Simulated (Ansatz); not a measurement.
**NaF: a single-point run**

Wanted: a converged single-point run for NaF, and a check of what comes out. The structure is shown as the input types it.

Method: density functional or hybrid calculation with the settings of its input, plane waves (as first typed), in Ansatz 0.2.0.

5 further runs of the same task are left out: 5 that didn't finish.

## (1) The system as given

It takes space group Fm-3m (No. 225, cubic). The conventional cell has a = 4.594 Å, b = 4.594 Å, c = 4.594 Å, α = 90.00°, β = 90.00°, γ = 90.00°. Na (site symmetry m-3m) is surrounded by 6 F at 2.30 Å. F (site symmetry m-3m) has 6 Na at 2.30 Å as nearest neighbours.

As a file:

```cif
data_structure
_symmetry_space_group_name_H-M 'Fm-3m'
_symmetry_Int_Tables_number 225
_cell_length_a 4.5945
_cell_length_b 4.5945
_cell_length_c 4.5945
_cell_angle_alpha 90.000
_cell_angle_beta 90.000
_cell_angle_gamma 90.000
_cell_volume 96.99
loop_
_atom_site_label
_atom_site_type_symbol
_atom_site_symmetry_multiplicity
_atom_site_Wyckoff_symbol
_atom_site_fract_x
_atom_site_fract_y
_atom_site_fract_z
_atom_site_occupancy
Na1 Na 4 a 0.00000 0.00000 0.00000 1
F1 F 4 b 0.50000 0.00000 0.00000 1
```

## (2) Input and run

File input.yaml:

```yaml
crystal:
  lattice:
    - [0.0, 2.2972417931, 2.2972417931]
    - [2.2972417931, 0.0, 2.2972417931]
    - [2.2972417931, 2.2972417931, 0.0]
  atoms:
    - { symbol: Na, position: [0.0, 0.0, 0.0] }
    - { symbol: F, position: [0.5, 0.5, 0.5] }
kpoints:
  mp_grid: { grid: [4, 4, 4] }
hamiltonian:
  xc: hse06
scf:
  occupations: { method: fixed }
  n_extra_bands: 4
  max_iter: 69
output:
  forces: true
  stress: true
  eigenvalues: true
basis:
  ecutrho_ratio: 1
```

Launch:

```
$ ansatz run input.yaml --threads 4 --pin off --max-ram 3686MiB --backend cpu --events-out ev --progress --plain --runs-dir out
```

**Question.** How will this run end, and is anything wrong with its input?

The program finished normally, with warnings (cutoff below recommended, stress exchange threshold loose, stress scf threshold loose). Its log warns: «basis.ecutrho_ratio = 1 (ecutrho = 420 eV) is below the records' recommended 1680 eV»

In the input, basis.ecutrho_ratio is 1. The grid or cutoff for the density and potential is too coarse for the wavefunction basis: a density holds Fourier components up to twice the waves' wavevector.

The test: delete basis.ecutrho_ratio (the default then holds).
